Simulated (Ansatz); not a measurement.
**F2HInSe: one species, many methods**

How much do the methods differ for F2HInSe? The plan is to run it at one geometry with functionals of several rungs and with coupled cluster. The yardstick is the atomisation energy at the CCSD(T) limit.

Method: functionals in def2-TZVPP, the program's frozen cores in correlated methods; program: Ansatz 0.2.0, Gaussian basis.

Levels to be run: LDA (SPW92), PBE-D4, revPBE-D4, BLYP-D4, r2SCAN-D4, B97M-V, PBE0-D4, B3LYP-D4, r2SCANh-D4, r2SCAN0-D4, HSE06-D4, BHLYP-D4, CAM-B3LYP-D4, LC-ωPBE, ωB97X-V, ωB97M-V, B2PLYP, PBE-QIDH; CCSD(T)/def2-SVP; CCSD(T)/def2-TZVPP; CCSD(T)/def2-QZVPP; extrapolation to the limit; RPA on PBE.

### 1 Structure used throughout

An earlier PBE0-D4 in a triple-zeta def2 set relaxation fixed the geometry. In takes the def2 core potential; no spin-orbit term is included.

SMILES `[F][In]([F])[SeH]`, 5 atoms, charge 0, spin multiplicity 1.

Atoms are counted from 1 here; the program's logs count them from 0.

Bond lengths: F1–In2 1.934 Å, In2–F3 1.932 Å, In2–Se4 2.459 Å, Se4–H5 1.471 Å. Angles: F1–In2–F3 111.5°, F1–In2–Se4 123.9°, F3–In2–Se4 124.6°, In2–Se4–H5 89.9°.

### 2 LDA

This LDA is Slater exchange with PW92 correlation.

File in.yaml:

```yaml
crystal:
  periodic: [false, false, false]
  atoms:
    - {symbol: F, position_ang: [-0.410434, -1.135454, 1.702863]}
    - {symbol: In, position_ang: [0.451325, -0.435842, 0.118626]}
    - {symbol: F, position_ang: [2.122874, -1.338081, -0.234412]}
    - {symbol: Se, position_ang: [-0.475877, 1.375040, -1.263011]}
    - {symbol: H, position_ang: [-1.637987, 1.460637, -0.365467]}
basis:
  gaussian: {orbitals: def2-TZVPP}
hamiltonian: {xc: lda}
output: {orbitals: {seedname: orbitals}}
```

The run is started by

```
> ansatz run in.yaml --threads 2 --pin off --events-out ev --progress --plain --max-ram 32768MiB --backend cpu
```

After this run come: PBE-D4 (GGA); revPBE-D4 (GGA); BLYP-D4 (GGA); r2SCAN-D4 (meta-GGA); B97M-V (meta-GGA); B3LYP-D4 (hybrid); r2SCANh-D4 (hybrid); r2SCAN0-D4 (hybrid); HSE06-D4 (hybrid); BHLYP-D4 (hybrid); CAM-B3LYP-D4 (range-separated); LC-ωPBE (range-separated); ωB97X-V (range-separated); ωB97M-V (range-separated); B2PLYP (double hybrid); PBE-QIDH (double hybrid); CCSD(T) in def2-SVP; CCSD(T) in def2-TZVPP; CCSD(T) in def2-QZVPP; RPA on PBE orbitals.

Before running them: what should the planned runs give, taken together? Wanted: atomisation energy, CCSD(T)/CBS; farthest beyond LDA; mean size of error, GGA; mean size of error, meta-GGA; mean size of error, hybrid; mean size of error, range-separated; mean size of error, double hybrid; gap, smallest and largest; T1 diagnostic.

As calculated:

| quantity | value |
| --- | --- |
| atomisation energy, CCSD(T)/CBS | 14.784 eV |
| functionals within 0.148 eV (1.0 %) | PBE-D4, ωB97X-V |
| farthest beyond LDA | BHLYP-D4 (-1.374 eV) |
| mean size of error, GGA | 0.333 eV |
| mean size of error, meta-GGA | 0.226 eV |
| mean size of error, hybrid | 0.732 eV |
| mean size of error, range-separated | 0.294 eV |
| mean size of error, double hybrid | 0.594 eV |
| gap, smallest and largest | 3.28 eV (LDA (SPW92)), 10.34 eV (LC-ωPBE) |
| T1 diagnostic | 0.0147 |
| triples share of the correlation energy | 3.1 % |

What this shows: The LDA atomisation energy is off by 2.516 eV (17 %): it overbinds. PBE-D4 misses by +0.080 eV. Double hybrids carry the basis error of their MP2 part in triple zeta, and no dispersion term here, so their miss is partly the set-up's. Taken by rung, meta-GGA functionals do best (0.226 eV on average) and hybrid ones worst beyond LDA (0.732 eV). The gap between the best rungs is small, so their order is not settled. The mean of the hybrids holds BHLYP, with half exact exchange. Misses under about 0.148 eV are within the doubt on the reference itself, which lacks core-valence correlation, spin-orbit coupling and higher excitations, and its outer-core shells are covered unevenly. All levels share the lack of spin-orbit coupling, which lowers the free heavy atoms and so the true binding. Hartree-Fock recovers 63 % of the binding; the rest is correlation. CCSD(T) in def2-SVP is off by -1.560 eV, so the small basis spoils what the method gains. The gap grows from 3.3 to 10.3 eV across the functionals, mostly with the share of exact exchange. Correlated methods include outer-core shells of In, Se, which these sets cover unevenly.
